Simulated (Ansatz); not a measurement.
Working through a fixed-spin-moment curve of Ni, space group P6_3/mmc

Program: the Ansatz DFT code, driven from Python.

Typed at the interpreter:
```pycon
>>> import ansatz as az
>>> import pandas as pd
>>> from pymatgen.core import Lattice, Structure
>>> from pymatgen.io.ase import AseAtomsAdaptor
>>> pmg_structure = Structure(
...     Lattice([(2.448023, 0.0, 0.0), (-1.224011, 2.12005, 0.0), (0.0, 0.0, 4.072808)]),
...     ['Ni', 'Ni'],
...     [
...         (1 / 3, 2 / 3, 0.25),
...         (2 / 3, 1 / 3, 0.75),
...     ],
... )
>>> structure = az.Crystal.from_ase(AseAtomsAdaptor.get_atoms(pmg_structure))
>>> calc = (
...     structure.calculation()
...     .basis(47 * az.Ry)
...     .kpoints(6, 6, 3)
...     .mixing('anderson', preconditioner='local_kerker')
...     .scf(tolerance=1e-06, extra_bands=4)
...     .occupations(az.OccupationsMethod.FERMI_DIRAC, width=0.2)
...     .functional('lda')
... )
>>> # a hard lock holds the total moment, with one Fermi level a spin
>>> rows = []
>>> for total in [0.0, 0.7, 1.4, 2.2, 2.9, 3.6]:
...     data = calc.spin('collinear', total=total, lock='hard').run(threads=1, pin='off').report
...     up, down = data['spin_fermi_energies_ev']
...     rows.append((total, data['free_energy_ev'], up - down, data['absolute_magnetization_mub']))
...
RunWarning: this spin-polarised run has no starting moment large enough to seed its density, and nothing else in its deck makes the two spin channels differ, so an SCF from that start keeps the magnetisation at zero until it first converges, unless a state [...]
DeckWarning: This run holds its total moment fixed (magnetization.spin_locking.lock_magnetization: hard) and mixes its density by anderson or broyden (scf.mixing.algorithm, typed or taken by auto). Slabs with a fixed moment have converged under broyden above [...]
>>> reference = rows[0][1]
>>> rows = [(m, 1000 * (e - reference), split, size) for m, e, split, size in rows]
>>> print(pd.DataFrame(rows, columns=['total muB', 'F - F(0) meV', 'EF up - down eV', 'absolute muB']).round(4).to_string(index=False))
 total muB  F - F(0) meV  EF up - down eV  absolute muB
       0.0        0.0000           0.0000        0.0000
       0.7       -2.8655          -0.0010        0.7712
       1.4       48.5837           0.5612        1.4863
       2.2      451.4530           1.3114        2.2000
       2.9     1117.7635           3.0406        2.9000
       3.6     2542.6831           5.3262        3.6000
>>> best = min(rows, key=lambda row: row[1])
>>> print(f'lowest at {best[0]} muB per cell, {best[1]:.1f} meV against the first point')
lowest at 0.7 muB per cell, -2.9 meV against the first point
```

The lowest point lies at 0.7 μB a cell, 2.9 meV below the point at 0 μB; at 3.6 μB the energy is 2546 meV above the lowest.

The settings weren't tested for convergence. For a metal this mesh is far too coarse, so the numbers only illustrate the procedure. A Fermi-Dirac width this large means warm electrons, whose thermal share enters the free energy. This isn't the structure that Ni takes at ambient conditions. Warnings are shown shortened and without file and line. Only points where the Fermi levels of the two spins meet (minima, maxima and zero moment) are free solutions; a shallow minimum can lie between the points. It ran for 14 s on 1 thread of Arm Neoverse V2 (shared host), peak memory 0.46 GiB.
